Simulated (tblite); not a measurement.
# C3H9GaO2Si: the cost of one run

Programs: tblite 0.8.0 and PySCF 2.14.0, with density-fitted response routines of our own. Each step states its level of theory. These are calculated values for one molecule in the gas phase, unless marked as measured. Atoms count from 0, in the outputs and in this text.

**1. Starting geometry**

16 atoms, charge 0, multiplicity 1; geometry from: force field or distance geometry start.

Bonds of the start (Å): C0–C1 1.32, C1–Ga2 2.11, C1–O3 1.38, O3–C4 1.41, C4–O5 1.40, O5–Si6 1.72, C0–H7 1.10, C0–H8 1.09, Ga2–H9 1.67, Ga2–H10 1.54, C4–H11 1.12, C4–H12 1.11, Si6–H13 1.47, Si6–H14 1.47, Si6–H15 1.46.

**2. Geometry optimisation with GFN2-xTB**

Job settings and geometry (Å):

```
{"job": {"kind": "relax", "xc": "GFN2-xTB", "basis": "xTB"}, "charge": 0, "multiplicity": 1}
C     -1.770200    -1.969300     0.074800
C     -1.490600    -0.754100     0.510200
Ga    -2.987700     0.705200     0.196700
O     -0.271900    -0.552700     1.125600
C      0.730600     0.083100     0.374000
O      1.881600     0.188300     1.172100
Si     3.055200     0.977300     0.186900
H     -2.743600    -2.121900    -0.411600
H     -1.067200    -2.795100     0.193900
H     -2.806900     2.208400     0.891100
H     -4.119500    -0.124100     0.823000
H      1.031200    -0.512400    -0.521900
H      0.467700     1.116700     0.078000
H      3.615900     2.079300     0.979000
H      2.409100     1.519200    -1.017000
H      4.058800    -0.039100    -0.131200
```

On the command line:

```bash
> OMP_NUM_THREADS=1 python probes_run.py task.json out
```

This one command runs all jobs of the session in turn.

**Question.** How long does this first job take on 1 thread of Arm Neoverse N1, shared host?

About 2.3 s.
